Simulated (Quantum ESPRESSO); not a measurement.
**AgRh under changes of volume**

One of the cells (16.064 Å³/atom); the others are scaled copies at fixed shape and fractional positions:

```xyz
2
Lattice="2.7776 0.0000 0.0000 -1.3888 2.4055 0.0000 0.0000 0.0000 4.8086" Properties=species:S:1:pos:R:3 pbc="T T T"
Ag    0.0000    0.0000    2.4043
Rh    1.3888    0.8018    0.0000
```

The cell comes from a database or a generator and needn't be the stable form of this composition.

| Quantity | Value |
| --- | --- |
| Program | Quantum ESPRESSO 7.5 |
| Functional | LDA |
| Potentials or basis | GBRV 1.5 LDA |
| Cutoff | 762 eV |
| Density cutoff | 6095 eV |
| k mesh | 11 × 11 × 6 |
| Occupations | fermi-dirac, width 0.05 eV |
| Spin | no spin polarisation |

| volume (Å³/atom) | energy over the lowest point (meV/atom) | pressure (GPa) |
| --- | --- | --- |
| 15.100 | 0.00 | -6.2 |
| 15.421 | 15.51 | -9.8 |
| 15.743 | 37.74 | -12.9 |
| 16.064 | 65.75 | -15.6 |
| 16.385 | 98.80 | -17.9 |
| 16.707 | ? | ? |
| 17.028 | 177.36 | -21.6 |

**Question.** What does the run at 16.707 Å³/atom give?

**Answer.** Energy over the lowest point 136.22 meV/atom; pressure -19.9 GPa.

Worked out: A Birch-Murnaghan fit of order 3 (a polynomial in V^(-2/3)) to the other rows has its minimum at 14.65 Å³/atom, just outside them, with B0 = V·E''(V) = 214 GPa and B' = 5.4 at fixed shape and positions, which overstates the stiffness. It gives 136.27 meV/atom at 16.707 Å³/atom, against the run's 136.22, and -dE/dV = -19.6 GPa, against -19.9.

Energies are extrapolated to zero smearing.
